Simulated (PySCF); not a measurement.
# TlF: bond curves at several levels of theory

The task here is to estimate one member of a computed series from the others.

Computed with PySCF 2.14.0. Level: Tl def2-TZVPP with ECP60, F def2-TZVPP, scalar-relativistic core potentials.

Set-up of the first run:

The job is set up so:

```
atoms                         : Tl, F
charge                        : 0
basis                         : Tl def2-TZVPP with ECP60, F def2-TZVPP
Hamiltonian                   : scalar-relativistic core potentials
basis functions               : 81
electrons treated             : 30
masses in u                   : 204.9744, 18.9984
levels                        : PBE0, PBE, r²SCAN, M06, M06-L, TPSSh, LDA, LC-ωPBE, HF, MP2, SCS-MP2, CCSD, CCSD(T)
grid                          : 80 radial by 434 angular points
occupations                   : held fixed by the projection of orbital angular momentum
dissociation limit            : Tl + F, each in its ground configuration
starting distance in angstrom : 2.045
values of 2S to try           : 0, 2
```

Launch:

```console
$ OMP_NUM_THREADS=1 python dia.py task.json out
```

Steps of the session up to this table: Input; First curve: PBE0; Higher solutions at PBE0; PBE; r²SCAN (meta-GGA); M06; M06-L (meta-GGA); TPSSh (hybrid meta-GGA); LDA; LC-ωPBE (range-separated hybrid); RHF; MP2 and coupled cluster.

One table of the session follows, with a row left open; its other results are not shown here.

It belongs to the step «The curves together». Energy (eV) from each level's lowest point:

```
R (Å)    RHF  RHF-MP2  RHF-SCS-MP2  RHF-CCSD  RHF-CCSD(T)
1.808  0.940    1.033        1.066       n/a          n/a
1.892  0.390    0.451        0.474     0.437        0.445
1.976  0.107    0.139        0.152     0.131        0.136
2.039  0.016    0.031        0.037     0.027        0.029
2.102  0.000    0.000        0.000     0.000        0.000
2.165  0.038    0.028        0.021     0.030        0.029
2.249  0.148    0.129        0.114     0.134        0.131
2.354      ?        ?            ?         ?            ?
2.480  0.629    0.610        0.576     0.616        0.613
2.648  1.033    1.027        0.982       n/a          n/a
```

**Question.** Estimate the row for R (Å) = 2.354.

Worked estimate for «RHF». A straight line through the neighbours (2.249, 0.148) and (2.480, 0.629) gives 0.148 + (0.629 − 0.148) × (2.354 − 2.249) / (2.480 − 2.249) = 0.367; a parabola fitted to 4 rows on both sides gives 0.354.

**Answer.** RHF: 0.346; RHF-MP2: 0.323; RHF-SCS-MP2: 0.299; RHF-CCSD: 0.329; RHF-CCSD(T): 0.326. In «RHF» the line misses by +0.021 and the parabola by +0.008.
